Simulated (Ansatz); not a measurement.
# Ag+ with H₂O: structure and interaction energy

An exercise on one series of results from a longer session: the logs are not shown, and one member is left open.

The runs use Ansatz 0.2.0, Gaussian basis; PBE0-D4 structure, single points in def2-TZVPPD.

Levels: PBE-D4, revPBE-D4, BLYP-D4, r2SCAN-D4, B97M-V, PBE0-D4, B3LYP-D4, HSE06-D4, wB97X-V, wB97M-V, B2PLYP, Hartree-Fock, MP2, CCSD, CCSD(T). The reference is CCSD(T) extrapolated to the basis limit. For elements past Ar these valence bases correlate outer-core shells poorly, so that limit is rough.

Correlated methods freeze the cores. Filled d shells of the heavier atoms are correlated. Core potentials replace the inner electrons past krypton, and spin-orbit coupling is left out. B3LYP uses VWN-RPA correlation. B2PLYP carries no dispersion term here.

163 further runs of the same task are left out: 163 set aside as unsound or not needed.

### The starting structure

The pair, from a GFN2-xTB docking trial: 4 atoms, charge 1, spin multiplicity 1.

Atoms are counted from 1 here; the program's logs count them from 0.

Bond lengths: Ag1–O2 2.254 Å, O2–H3 0.967 Å, O2–H4 0.966 Å. Angles: Ag1–O2–H3 124.8°, Ag1–O2–H4 127.6°, H3–O2–H4 106.4°.

Geometry (Å):

```xyz
4
AgH2O
Ag   -0.0676   -0.0103   -1.9753
O    -0.0218   -0.0442    0.2779
H    -0.5202    0.5569    0.8490
H     0.6095   -0.5024    0.8485
```

Atoms 1 to 1 are fragment A (Ag+), the rest fragment B (H₂O).

Set-up of the first run:

The input, pre/in.yaml:

```yaml
crystal:
  periodic: [false, false, false]
  atoms:
    - {symbol: Ag, position_ang: [-0.067600, -0.010300, -1.975300]}
    - {symbol: O, position_ang: [-0.021800, -0.044200, 0.277900]}
    - {symbol: H, position_ang: [-0.520200, 0.556900, 0.849000]}
    - {symbol: H, position_ang: [0.609500, -0.502400, 0.848500]}
basis:
  gaussian: {orbitals: def2-SVP}
total_charge: 1
hamiltonian: {xc: pbe, dispersion: d4}
relax: {f_tol: 0.03, max_steps: 250}
```

Started as:

```bash
> ansatz run in.yaml --threads 2 --pin off --events-out ev --progress --plain --max-ram 5222MiB
```

Among the steps run: A first relaxation in a small basis; Relaxation at PBE0-D4; wB97X-V/def2-TZVPPD; wB97M-V/def2-TZVPPD; B2PLYP/def2-TZVPPD; B97M-V/def2-TZVPPD; CCSD(T)/def2-TZVPPD; MP2/def2-QZVPPD; SPW92/def2-SVP; wB97M-V/def2-SVP; CCSD(T)/def2-SVP; Vibrations of the pair.

One of the session's tables, all rows but one given; the rest of the session is left out.

```
      method  interaction (kcal/mol)
      PBE-D4                  -32.71
   revPBE-D4                  -29.77
     BLYP-D4                  -32.20
   r2SCAN-D4                  -33.65
      B97M-V                  -31.88
     PBE0-D4                  -30.87
    B3LYP-D4                  -31.29
    HSE06-D4                  -30.79
     wB97X-V                  -30.15
     wB97M-V                  -29.97
      B2PLYP                  -29.63
Hartree-Fock                  -22.65
         MP2                  -28.60
        CCSD                  -27.01
     CCSD(T)                  -27.61
 CCSD(T)/CBS                       ?
```

Q: Estimate the row for CCSD(T)/CBS from the others.

As computed: interaction (kcal/mol): -30.48. In the column «interaction (kcal/mol)» it lies between HSE06-D4 (-30.79) and wB97X-V (-30.15).

Among the levels timed on like hardware and quicker than the yardstick, those that no quicker one beats, quickest first: PBE-D4 (2.7 s, -2.23 kcal/mol); revPBE-D4 (2.9 s, +0.70 kcal/mol); PBE0-D4 (3.1 s, -0.39 kcal/mol); HSE06-D4 (3.9 s, -0.31 kcal/mol).

HSE06-D4 reaches 0.31 kcal/mol from the reference in 3.9 s, where CCSD(T)/CBS took 26 s; the quickest level in the cost chart, PBE-D4, takes 2.7 s and misses by 2.23 kcal/mol.

To keep in mind: A lower arrangement may exist.
